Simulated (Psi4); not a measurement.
# SnH3F (SnFH3) at X3LYP/def2-TZVPP (density fitting, core potential)

Aim: the electrostatic solvation energy at fixed shape (IEF-PCM, acetone) of SnH3F (SnFH3) at X3LYP/def2-TZVPP (density fitting, core potential), from 2 runs. 

The calculation is run with Psi4 1.11.

## Step 1: The molecule

SnH3F has 5 atoms, charge 0, and is taken as a singlet. As SMILES, `[H][Sn]([H])([H])[F]`. Geometry: a GFN2-xTB (4 decimals) relaxation, a rough one for these elements and not checked as a minimum.

Bond lengths: Sn1–F2 1.924 Å, Sn1–H3 1.664 Å, Sn1–H4 1.662 Å, Sn1–H5 1.663 Å. Angles: F2–Sn1–H3 102.5°, F2–Sn1–H4 102.8°, F2–Sn1–H5 102.6°, H3–Sn1–H4 115.3°, H3–Sn1–H5 115.3°, H4–Sn1–H5 115.5°.

## Step 2: Energy and one-electron properties at X3LYP/def2-TZVPP (density fitting, core potential)

Input file fh3sn.sdf:

```

     RDKit          3D

  5  4  0  0  0  0  0  0  0  0999 V2000
   -0.0026    0.0024   -0.1669 Sn  0  0  0  0  0  4  0  0  0  0  0  0
    0.0117   -0.0193    1.7573 F   0  0  0  0  0  0  0  0  0  0  0  0
    1.6192    0.0110   -0.5382 H   0  0  0  0  0  0  0  0  0  0  0  0
   -0.8177    1.4085   -0.5125 H   0  0  0  0  0  0  0  0  0  0  0  0
   -0.8106   -1.4026   -0.5397 H   0  0  0  0  0  0  0  0  0  0  0  0
  2  1  1  0
  3  1  1  0
  4  1  1  0
  5  1  1  0
M  END
$$$$
```

Input file calc.py:

```python
import psi4
from rdkit import Chem

psi4.set_memory(1600000000)
psi4.set_num_threads(1)
psi4.core.set_output_file('run.log', False)

rd = Chem.SDMolSupplier('fh3sn.sdf', removeHs=False, sanitize=False)[0]
xyz = rd.GetConformer().GetPositions()
atoms = '\n'.join(f'{a.GetSymbol()} {x:.4f} {y:.4f} {z:.4f}' for a, (x, y, z) in zip(rd.GetAtoms(), xyz))
mol = psi4.geometry('0 1\n' + atoms + '\nsymmetry c1\nno_reorient\nno_com')

psi4.set_options({
    'scf_type': 'df',
})

e, wfn = psi4.energy("x3lyp/def2-TZVPP", return_wfn=True)
psi4.oeprop(wfn, "MULLIKEN_CHARGES", "WIBERG_LOWDIN_INDICES", "MULTIPOLE(3)", "DIPOLE")
print(f'x3lyp/def2-TZVPP energy: {e:.10f} Eh')
for k, v in sorted(psi4.core.scalar_variables().items()):
    print(f'{k:45s} {v:18.10f}')
```

Started as:

```
$ python calc.py
```

run.log:

```text
[...]
    !!!  WARNING: ECP capability is in beta. Please check occupations closely.  !!!
[...]
  Running in c1 symmetry.
[...]
  Nuclear repulsion =   81.110244220159032
[...]
  Multiplicity = 1
[...]
  Nalpha       = 17
  Nbeta        = 17
[...]
    Number of basis functions: 123
[...]
 WARNING: Atomic UHF is not converging! Try casting from a smaller basis or call Rob at CCMST.
   -------------------------
[...]
   @DF-RKS iter   1:  -315.77309474562452   -1.29832e+00   5.96964e-03 ADIIS/DIIS
[...]
   @DF-RKS iter   8:  -315.97535828914454   -8.37809e-09   1.97687e-07 DIIS
[...]
    Orbital Energies [Eh]
    ---------------------
    Doubly Occupied:
       1A    -24.652968     2A     -5.136868     3A     -3.476377
       4A     -3.472854     5A     -3.472847     6A     -1.139665
       7A     -1.052168     8A     -1.052151     9A     -1.047962
      10A     -1.047944    11A     -1.031468    12A     -0.545408
      13A     -0.396040    14A     -0.393713    15A     -0.393611
      16A     -0.339957    17A     -0.339653
[...]
  @DF-RKS Final Energy:  -315.97535828914454
   => Energetics <=
    Nuclear Repulsion Energy =             81.1102442201590321
    One-Electron Energy =                -679.5514999142671968
    Two-Electron Energy =                 305.9636781125028051
    DFT Exchange-Correlation Energy =     -23.4977807075392171
    Empirical Dispersion Energy =           0.0000000000000000
    VV10 Nonlocal Energy =                  0.0000000000000000
    Total Energy =                       -315.9753582891445376
[...]
 Multipole Moments:
 ------------------------------------------------------------------------------------
     Multipole            Electronic (a.u.)      Nuclear  (a.u.)        Total (a.u.)
 ------------------------------------------------------------------------------------
 L = 1.  Multiply by 2.5417464519 to convert [e a0] to [Debye]
 Dipole X            :         -0.0860063            0.0736993           -0.0123070
 Dipole Y            :          0.2112229           -0.1965315            0.0146914
 Dipole Z            :        -21.1053430           19.9432247           -1.1621183
 Magnitude           :                                                    1.1622763
[...]
  Mulliken Charges: (a.u.)
   Center  Symbol    Alpha    Beta     Spin     Total
       1    SN    10.56941 10.56941  0.00000  0.86117
       2     F     4.75412  4.75412  0.00000 -0.50823
       3     H     0.55898  0.55898  0.00000 -0.11796
       4     H     0.55868  0.55868  0.00000 -0.11737
       5     H     0.55880  0.55880  0.00000 -0.11761
   Total alpha = 17.00000, Total beta = 17.00000, Total charge =  0.00000
  Wiberg Bond Indices using Orthogonal Lowdin Orbitals:
[...]
```

The script printed:

```text
x3lyp/def2-TZVPP energy: -315.9753582891 Eh
CURRENT ENERGY                                   -315.9753582891
CURRENT REFERENCE ENERGY                         -315.9753582891
DD SOLVATION ENERGY                                 0.0000000000
DFT FUNCTIONAL TOTAL ENERGY                      -315.9753582891
DFT TOTAL ENERGY                                 -315.9753582891
DFT VV10 ENERGY                                     0.0000000000
DFT XC ENERGY                                     -23.4977807075
GRID ELECTRONS ALPHA                               17.0000020270
GRID ELECTRONS BETA                                17.0000020270
GRID ELECTRONS TOTAL                               34.0000040539
NUCLEAR REPULSION ENERGY                           81.1102442202
ONE-ELECTRON ENERGY                              -679.5514999143
PCM POLARIZATION ENERGY                             0.0000000000
PE ENERGY                                           0.0000000000
SCF ITERATION ENERGY                             -315.9753582891
SCF ITERATIONS                                      8.0000000000
SCF TOTAL ENERGY                                 -315.9753582891
TWO-ELECTRON ENERGY                               305.9636781125
XC GRID RADIAL POINTS                              75.0000000000
XC GRID SPHERICAL POINTS                          302.0000000000
XC GRID TOTAL POINTS                           109520.0000000000
```

Wall time 4.5 s (1 thread of INTEL XEON PLATINUM 8581C at 2.30GHz (Emerald Rapids), shared host); peak memory 0.59 GiB.

Atomic charges (e):

```
atom  Mulliken
 Sn1    +0.861
  F2    -0.508
  H3    -0.118
  H4    -0.117
  H5    -0.118
```

## Step 3: Energy and one-electron properties at X3LYP/def2-TZVPP (density fitting, core potential, IEF-PCM acetone)

Input file input.inp:

```
memory 1600 mb

molecule m {
  0 1
  Sn
  F 1 1.924446
  H 1 1.663791 2 102.46916
  H 1 1.661577 3 115.30682 2 110.79839
  H 1 1.663114 4 115.46107 2 110.84395
  units angstrom
  symmetry c1
  no_reorient
  no_com
}

set {
  scf_type df
  pcm      true
}

pcm = {
  Units = Angstrom
  Medium {
    SolverType = IEFPCM
    Solvent = Acetone
  }
  Cavity {
    Type = GePol
    RadiiSet = UFF
    Scaling = False
    Area = 0.3
    Mode = Implicit
  }
}

energy_value, wavefunction = energy("x3lyp/def2-TZVPP", return_wfn=True)
oeprop(wavefunction, "MULLIKEN_CHARGES", "WIBERG_LOWDIN_INDICES", "MULTIPOLE(3)", "DIPOLE", title="X3LYP")
```

Started as:

```
$ psi4 -i input.inp -o input.out -n 1
```

input.out:

```text
[...]
    !!!  WARNING: ECP capability is in beta. Please check occupations closely.  !!!
[...]
  Running in c1 symmetry.
[...]
  Nuclear repulsion =   81.108175956975288
[...]
  Multiplicity = 1
[...]
  Nalpha       = 17
  Nbeta        = 17
[...]
    Number of basis functions: 123
[...]
 WARNING: Atomic UHF is not converging! Try casting from a smaller basis or call Rob at CCMST.
   -------------------------
[...]
   @DF-RKS iter   1:  -315.79445963035067   -1.28338e+00   5.94417e-03 ADIIS/DIIS
[...]
   @DF-RKS iter   7:  -315.98619928018945   -1.74730e-07   8.21881e-07 DIIS
[...]
    Orbital Energies [Eh]
    ---------------------
    Doubly Occupied:
       1A    -24.657685     2A     -5.120995     3A     -3.461206
       4A     -3.456645     5A     -3.456638     6A     -1.143156
       7A     -1.036085     8A     -1.036067     9A     -1.031894
      10A     -1.031879    11A     -1.020566    12A     -0.531757
      13A     -0.397713    14A     -0.396612    15A     -0.396578
      16A     -0.327376    17A     -0.327083
[...]
  @DF-RKS Final Energy:  -315.98619928018945
   => Energetics <=
    Nuclear Repulsion Energy =             81.1081759569752876
    One-Electron Energy =                -679.5188594724462519
    Two-Electron Energy =                 305.9405856533228416
    DFT Exchange-Correlation Energy =     -23.5034440452616664
    Empirical Dispersion Energy =           0.0000000000000000
    VV10 Nonlocal Energy =                  0.0000000000000000
    PCM Polarization Energy =              -0.0126573727796245
    Total Energy =                       -315.9861992801894530
[...]
 Multipole Moments:
 ------------------------------------------------------------------------------------
     Multipole            Electronic (a.u.)      Nuclear  (a.u.)        Total (a.u.)
 ------------------------------------------------------------------------------------
 L = 1.  Multiply by 2.5417464519 to convert [e a0] to [Debye]
 Dipole X            :         -0.0062278            0.0038847           -0.0023431
 Dipole Y            :         -0.0150032            0.0096430           -0.0053602
 Dipole Z            :        -16.0833448           14.6163429           -1.4670019
 Magnitude           :                                                    1.4670135
[...]
  Mulliken Charges: (a.u.)
   Center  Symbol    Alpha    Beta     Spin     Total
       1    SN    10.50746 10.50746  0.00000  0.98509
       2     F     4.78332  4.78332  0.00000 -0.56663
       3     H     0.57000  0.57000  0.00000 -0.14000
       4     H     0.56946  0.56946  0.00000 -0.13891
       5     H     0.56977  0.56977  0.00000 -0.13955
   Total alpha = 17.00000, Total beta = 17.00000, Total charge = -0.00000
  Wiberg Bond Indices using Orthogonal Lowdin Orbitals:
[...]
```

It took 5.4 s on 1 thread of INTEL XEON PLATINUM 8581C at 2.30GHz (Emerald Rapids), shared host; peak memory 0.56 GiB.

Atomic charges (e):

```
atom  Mulliken
 Sn1    +0.985
  F2    -0.567
  H3    -0.140
  H4    -0.139
  H5    -0.140
```

## Step 4: Results

Level: X3LYP/def2-TZVPP (density fitting, core potential).

```
                                        quantity          value
                         gas phase: total energy  -315.97536 Eh
                        gas phase: dipole moment         2.95 D
                          gas phase: HOMO energy       -9.24 eV
                          gas phase: LUMO energy       -1.07 eV
                        gas phase: HOMO–LUMO gap        8.17 eV
                  IEF-PCM, acetone: total energy  -315.98620 Eh
                 IEF-PCM, acetone: dipole moment         3.73 D
                   IEF-PCM, acetone: HOMO energy       -8.90 eV
                   IEF-PCM, acetone: LUMO energy       -0.59 eV
                 IEF-PCM, acetone: HOMO–LUMO gap        8.31 eV
    IEF-PCM, acetone: solvent term in the energy   -33.2 kJ/mol
energy change from gas to solvent at fixed shape      -0.295 eV
```

What this shows: The solvent model (IEF-PCM, acetone) lowers the energy by 0.29 eV (−28.5 kJ/mol) at the same shape. It holds the electrostatic part alone, without cavity or dispersion terms.
